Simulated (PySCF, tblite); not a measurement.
# C₄H₃F₃N radical: geometry, infrared bands and EPR parameters

Aim: predict the infrared bands and EPR parameters of C₄H₃F₃N radical (`[H]/N=C(/[C](F)F)C(=C)F`).

Computed with tblite 0.8.0 and PySCF 2.14.0, with density-fitted response routines of our own, on a single molecule in the gas phase. Atoms count from 0, in the outputs and in this text.

### Step 1. Starting geometry

11 atoms, charge 0, multiplicity 2; geometry from: force field or distance geometry start.

Bonds of the start (Å): C0–C1 1.34, C1–F2 1.36, C1–C3 1.49, C3–N4 1.29, C3–C5 1.49, C5–F6 1.34, C5–F7 1.34, C0–H8 1.08, C0–H9 1.07, N4–H10 1.02.

### Step 2. Geometry optimisation with GFN2-xTB

Job settings and geometry (Å):

```
{"job": {"kind": "relax", "xc": "GFN2-xTB", "basis": "xTB"}, "charge": 0, "multiplicity": 2}
C      1.721600    -0.288100    -0.857800
C      0.525200    -0.601100    -0.335700
F      0.221100    -1.907200    -0.141500
C     -0.502000     0.399300     0.071900
N     -0.237600     1.609600     0.446700
C     -1.896000    -0.117900     0.065700
F     -2.147700    -1.291800    -0.534300
F     -2.865600     0.742600     0.419200
H      2.015200     0.735000    -1.050000
H      2.404100    -1.072600    -1.127500
H      0.767100     1.794800     0.425600
```

Started as:

```bash
> OMP_NUM_THREADS=1 python probes_run.py task.json out
```

This one command runs all jobs of the session in turn.

**Question.** This job is followed by: GFN2-xTB harmonic vibrations, gas phase; UKS B3LYP, pcH-1 on C F H N, non-relativistic, mean-field spin-orbit, GIAO. What will the session give for the following? strongest single infrared mode (GFN2-xTB); zero-point energy (GFN2-xTB); g(iso) (B3LYP); ⟨S²⟩; largest a(iso) (averaged by class); surface potential, 1st and 99th percentile.

The runs gave:

| quantity | value |
| --- | --- |
| strongest single infrared mode (GFN2-xTB) | 1262 cm⁻¹, 190 km/mol |
| zero-point energy (GFN2-xTB) | 39.9 kcal/mol |
| g(iso) (B3LYP) | 2.00430 |
| ⟨S²⟩ | 0.774 (exact 0.75) |
| largest a(iso) (averaged by class) | 19F on F6, F7, 98.7 MHz |
| surface potential, 1st and 99th percentile | -1.59 V and 1.80 V |

In words: The optimisation took 39 steps and gained 0.356 eV; among the close pairs (by a distance rule), C3–C5 changed most, from 1.487 to 1.397 Å. No mode is imaginary among the 27: a minimum at this level. The strongest single mode, at 1262 cm⁻¹, moves mainly C5. Unscaled tight-binding wavenumbers are off by several per cent, some by more. Its intensities can rank the bands wrongly. The largest spin populations lie on C5 (0.55 e), N4 (0.55 e). The isotropic g lies 2.0 ppt above the free-electron value.
